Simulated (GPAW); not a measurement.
**BiH3 (SMILES [H][Bi]([H])[H]): TPSS-D3(0)/plane waves (scalar-relativistic datasets, plane-wave cutoff 500 eV, max step 0.3)**

Aim: a structure relaxation of BiH3. The job is set up through an ASE script.

Program for the calculation: GPAW 26.7.0.

1 further run of the same task is left out (set aside as unsound or not needed).

## (1) The molecule

BiH3: 4 atoms, total charge 0, spin state singlet. SMILES: `[H][Bi]([H])[H]`. The shape comes from GFN2-xTB, which is rough for such elements, and wasn't checked as a minimum. The run starts from this shape.

Bond lengths: Bi1–H2 1.772 Å, Bi1–H3 1.770 Å, Bi1–H4 1.770 Å. Angles: H2–Bi1–H3 88.7°, H2–Bi1–H4 88.4°, H3–Bi1–H4 88.7°.

## (2) A structure relaxation at TPSS-D3(0)/plane waves (scalar-relativistic datasets, plane-wave cutoff 500 eV, max step 0.3)

Input file BiH3.sdf:

```

     RDKit          3D

  4  3  0  0  0  0  0  0  0  0999 V2000
   -0.0064    0.0071    0.7849 Bi  0  0  0  0  0  3  0  0  0  0  0  0
    1.4295   -0.0315   -0.2522 H   0  0  0  0  0  0  0  0  0  0  0  0
   -0.6901    1.2495   -0.2744 H   0  0  0  0  0  0  0  0  0  0  0  0
   -0.7329   -1.2251   -0.2584 H   0  0  0  0  0  0  0  0  0  0  0  0
  2  1  1  0
  3  1  1  0
  4  1  1  0
M  END
$$$$
```

Input file BiH3_relax.py:

```python
from ase.calculators.mixing import SumCalculator
from ase.io import read, write
from ase.optimize import BFGS
from dftd3.ase import DFTD3
from gpaw import GPAW, PW

molecule = read('BiH3.sdf')
molecule.set_cell([12.0, 12.0, 12.0])
molecule.center()

gpaw_calc = GPAW(mode={'name': 'pw', 'ecut': 500},
                 xc='TPSS',
                 mixer={'name': 'pulay', 'beta': 0.1, 'nmaxold': 5, 'weight': 1.0},
                 convergence={'eigenstates': 1e-06},
                 maxiter=100,
                 symmetry='off',
                 txt='-')
molecule.calc = SumCalculator([DFTD3(method='TPSS', damping='d3zero'), gpaw_calc])

opt = BFGS(molecule, trajectory='BiH3.traj', maxstep=0.3)
converged = opt.run(fmax=0.02, steps=60)
print('Converged:', converged)
print(f'Final energy            {molecule.get_potential_energy():.5f} eV')
print(f'r(H3-Bi0): {molecule.get_distance(3, 0):.4f} Ang')
print(f'r(H1-Bi0) = {molecule.get_distance(1, 0):.4f} Ang')
write('relaxed.xyz', molecule)
```

Run with:

```bash
$ python3 BiH3_relax.py
```

The log of the run:

```text
[...]
  mode=PW(ecut=500),
[...]
Number of symmetries: 1
[...]
  Number of IBZ points: 1
[...]
Cutoff: 500.0 eV
Spin-components: 1 (collinear spins)
Bands:           12
[...]
  Valence electrons: 18.0
[...]
  Grid points: [63 63 63]
  Charge: 0.0  # |e|
[...]
    cutoffs:
[...]
occupation numbers:
  # Zero width
[...]
xc functional:
  name: TPSS with 2 nearest neighbor stencil
[...]
|iter     |     time |      energy | eigst |  dens |
[...]
|iter:   1| 00:00:05 |   11.187296 | +0.30 |       |
[...]
Converged in 13 steps
[...]
dipole moment: (-0.002992, 0.002714, 0.251652)  # |e|*Ang
Fermi level: -3.673
[...]
Converged in 8 steps
[...]
Converged in 10 steps
[...]
Converged in 5 steps
[...]
Converged in 8 steps
[...]
|iter:   6| 00:03:33 |    1.849356c| -6.09c| -4.19c|
Converged in 6 steps
[...]
Energy contributions relative to reference atoms: (reference = -584885.853439)
Energy contributions:
  Kinetic:          20.803280
  Coulomb:         -22.018794
  Zero:             -1.476466
  External:          0.000000
  Xc:                4.541337
  Entropy:           0.000000
  Spinorbit:         0.000000
  ----------------------------
  Free energy:       1.849356
  Extrapolated:      1.849356
dipole moment: (-0.003803, 0.000219, 0.264907)  # |e|*Ang
Fermi level: -3.693
Eigenvalues  # (at kpt = [0.000, 0.000, 0.000])
| band index |      eig [eV] | occ [0-2] |
|------------|---------------|-----------|
|          0 |       -26.949 |     2.000 |
|          1 |       -26.949 |     2.000 |
|          2 |       -26.836 |     2.000 |
|          3 |       -26.835 |     2.000 |
|          4 |       -26.759 |     2.000 |
|          5 |       -15.224 |     2.000 |
|          6 |        -7.803 |     2.000 |
|          7 |        -7.800 |     2.000 |
|          8 |        -6.593 |     2.000 |
|          9 |        -0.794 |     0.000 |
|         10 |        -0.715 |     0.000 |
|         11 |        -0.709 |     0.000 |
Gap: 5.799 eV
Transition (v -> c):
[...]
Forces  # eV/Ang
|        x |        y |        z |
|----------|----------|----------|
| -0.00269 |  0.00013 | -0.01912 |  # Bi   0
| -0.00112 | -0.00169 |  0.00603 |  # H    1
|  0.00489 | -0.00536 |  0.00606 |  # H    2
| -0.00037 |  0.00309 |  0.00701 |  # H    3
Force computation time: 0.456  # s
BFGS:    5 hh:mm:ss        1.838416        0.018564
Converged: True
Final energy            1.83842 eV
r(H3-Bi0): 1.8018 Ang
r(H1-Bi0) = 1.8018 Ang
```

Wall time 3.6 min (1 thread of Arm Neoverse V1, shared host); peak memory 0.66 GiB.

The path in brief:

| step | energy from the first frame kept (eV) | largest force (eV/Å) |
| --- | --- | --- |
| 0 | 0.0000 | 0.4884 |
| 1 | -0.0083 | 0.2843 |
| 2 | -0.0150 | 0.1383 |
| 3 | -0.0156 | 0.1419 |
| 4 | -0.0203 | 0.0538 |
| 5 | -0.0204 | 0.0186 |

After the run. Bond lengths: Bi1–H2 1.802 Å, Bi1–H3 1.802 Å, Bi1–H4 1.802 Å. Angles: H2–Bi1–H3 90.0°, H2–Bi1–H4 89.9°, H3–Bi1–H4 89.9°.

## (3) What came out

Level: TPSS-D3(0)/plane waves (scalar-relativistic datasets, plane-wave cutoff 500 eV, max step 0.3).

| quantity | value |
| --- | --- |
| energy as printed (from the program's reference atoms) | 1.8384 eV |
| dipole moment | 1.27 D |
| HOMO energy (from the vacuum level) | -6.83 eV |
| LUMO energy (from the vacuum level) | -1.03 eV |
| HOMO–LUMO gap | 5.80 eV |
| dispersion energy | -1.06 kJ/mol |

At the final geometry: Bond lengths: Bi1–H2 1.802 Å, Bi1–H3 1.802 Å, Bi1–H4 1.802 Å. Angles: H2–Bi1–H3 90.0°, H2–Bi1–H4 89.9°, H3–Bi1–H4 89.9°. The optimisation took 5 steps and changed the energy by -0.020 eV.
